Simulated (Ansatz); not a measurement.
# SeBr− (triplet): from Hartree-Fock to the top rungs, aug-cc-pVDZ

How much of the correlation energy of SeBr− (triplet) does each wave-function method recover here?

The runs use Ansatz 0.2.0, Gaussian basis; aug-cc-pVDZ, core rule «outside noble gas», up to 28 orbitals frozen.

The runs, in order: UHF; CCSD(T) on ROHF; CCSD(T) on UHF; BCCD(T) on ROHF; CISD as a restricted active space (open shells left free, so some higher excitations enter); CCSDT(Q) on ROHF; CCSDT(Q) on UHF; CASSCF and MRCISD+Q, 14 electrons in 8 orbitals; CASSCF and NEVPT2, 14 electrons in 8 orbitals.

8 further runs of the same task are left out: 2 that didn't finish, 6 set aside as unsound or not needed. Runs told in other sessions of the task aren't counted.

### Step 1. What is computed

The geometry is a PBE0/def2-TZVPD stationary point (not a proven minimum) of the parent state, kept for this charge and spin. No spin-orbit coupling is included. The filled d shell of Se, Br may be among the frozen orbitals whatever the setting's name suggests.

2 atoms, charge -1, spin multiplicity 3.

Atoms are counted from 1 here; the program's logs count them from 0.

Bond lengths: Se1–Br2 2.381 Å.

### Step 2. UHF

File in.yaml:

```yaml
crystal:
  periodic: [false, false, false]
  atoms:
    - {symbol: Se, position_ang: [0.000000, 0.000000, 0.000000]}
    - {symbol: Br, position_ang: [0.000000, 0.000000, 2.381000]}
basis:
  gaussian: {orbitals: aug-cc-pVDZ}
total_charge: -1
magnetization: {spin_polarized: true, initial_magnetization: 2}
hamiltonian: {xc: hf}
output: {orbitals: {seedname: orbitals}}
```

Started as:

```sh
> ansatz run in.yaml --threads 1 --pin off --events-out ev --progress --plain --max-ram 2393MiB
```

The runs that follow: CCSD(T) on ROHF; CCSD(T) on UHF; BCCD(T) on ROHF; CISD as a restricted active space (open shells left free, so some higher excitations enter); CCSDT(Q) on ROHF; CCSDT(Q) on UHF; CASSCF and MRCISD+Q, 14 electrons in 8 orbitals; CASSCF and NEVPT2, 14 electrons in 8 orbitals.

Before running them: what should the planned runs give, taken together? Wanted: UCCSDT(Q) from the RHF energy; RMP2 from UCCSDT(Q); UMP2 from UCCSDT(Q); RCCSD from UCCSDT(Q); RCCSD(T) from UCCSDT(Q); UCCSD(T) from UCCSDT(Q); RCCSDT(Q) from UCCSDT(Q); NEVPT2 valence from UCCSDT(Q); MRCISD+Q valence from UCCSDT(Q).

**Answer**, as computed:

| quantity | value |
| --- | --- |
| UCCSDT(Q) from the ROHF energy | -7.3268 eV |
| RMP2 from UCCSDT(Q) | +851.8 meV |
| UMP2 from UCCSDT(Q) | +896.8 meV |
| RCCSD from UCCSDT(Q) | +265.3 meV |
| RCCSD(T) from UCCSDT(Q) | +45.2 meV |
| UCCSD(T) from UCCSDT(Q) | +41.6 meV |
| RCCSDT(Q) from UCCSDT(Q) | +6.1 meV |
| NEVPT2 valence from UCCSDT(Q) | +1686.8 meV |
| MRCISD+Q valence from UCCSDT(Q) | +161.3 meV |
| levels within 1 kcal/mol (43 meV) | UCCSD(T), RCCSDT, UCCSDT, RCCSDT(Q) |
| T1 diagnostic | 0.025 |
| effectively unpaired electrons | 2.00 |

**Reading.** RCCSD(T) lands +45.2 meV from the yardstick (0.6 % of the correlation energy). One determinant dominates. Of the multireference levels listed MRCISD+Q valence comes nearest in total energy (+161.3 meV), which doesn't show that its space is the better one. These misses are within one basis, not against nature; the frozen cores of restricted and unrestricted runs differ, which can shift their rows.

With open shells the CI space here admits some higher excitations, so it is larger than plain CISD.
